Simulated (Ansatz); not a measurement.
This script makes a check of PAW against all-electron LAPW of Ga3Se, space group Pm-3m with Ansatz 0.2.0 through its Python package.

Script `paw_lapw.py`:
```python
"""PAW against all-electron LAPW for Ga3Se."""

import ansatz
import numpy as np
import pandas as pd


def count_gap(report):
    # lowest empty less highest filled band, counting bands; zero where they overlap
    return max(report.get("gap_by_band_count_ev") or 0.0, 0.0)

cell = (
    ansatz.Lattice.of([4.432465, 0.0, 0.0], [0.0, 4.432465, 0.0], [0.0, 0.0, 4.432465])
    .atom("Ga", [0.0, 0.5, 0.5])
    .atom("Ga", [0.5, 0.0, 0.5])
    .atom("Ga", [0.5, 0.5, 0.0])
    .atom("Se", [0.0, 0.0, 0.0])
)

model = (
    cell.calculation()
    .functional("pbe")
    .kpoints(mesh=(6, 6, 6))
    .occupations("Gaussian", width=0.05)
    .stress()
    .forces()
    .band_table()
)
variants = {
    "PAW": model.pseudopotentials("paw"),
    "LAPW": model.pseudopotentials("all_electron", lapw=True),
}
# totals differ by the cores that each treatment holds, so compare what does not depend on them
rows = []
for label, variant in variants.items():
    r = variant.run(threads=1, pin="off").report
    levels = np.array(r["eigenvalues_ev"][0]) - r["fermi_energy_ev"]
    print(label, "levels at the first k-point near E_F:", np.round(levels[np.abs(levels) < 5], 3))
    rows.append((label, r["n_electrons"], np.trace(r["stress_gpa"]) / 3, count_gap(r)))
print(pd.DataFrame(rows, columns=["treatment", "electrons in bands", "P GPa", "gap by band count eV"]).round(4).to_string(index=False))
```

How well do the two treatments of the cores agree on the pressure?

PAW gives -0.640 GPa and LAPW -0.627 GPa, 0.014 GPa apart. They took 4.8 and 36.7 s of processor time.

What the script printed:

Running `python paw_lapw.py` prints:
```text
DeckWarning: basis.ecutwfc = 420 eV, auto-derived from the records' recommended cutoffs: set by Ga (normal level)
PAW levels at the first k-point near E_F: [-3.724 -3.724 -3.724 -2.846 -2.846  1.596  1.596  1.596  4.405  4.405
  4.405]
LAPW levels at the first k-point near E_F: [-3.724 -3.724 -3.724 -2.844 -2.844  1.597  1.597  1.597  4.407  4.407
  4.407]
treatment  electrons in bands   P GPa  gap by band count eV
      PAW                55.0 -0.6402                   0.0
     LAPW                87.0 -0.6267                   0.0
```
(Warnings from the package without file and line.)

The computed bands are complete only to about 3.6 eV above the Fermi level. For a metal this k-point mesh is coarse: on a finer one energies can move by several to tens of meV an atom and pressures by half a GPa or more, differences at one mesh by less. A gap by band count of zero or less means overlapping bands, a metal, and at an odd count of electrons it is no gap at all. This cell is a computed structure, which may not be the phase found in nature. Gaps and levels are Kohn-Sham values on a finite set of k-points, without spin-orbit coupling. Pressure is positive in compression; the treatments may keep other shells as core, so totals and counts of electrons can differ. Hardware and time: 43 s on 1 thread of Arm Neoverse N1 (shared host), peak memory 0.59 GiB.
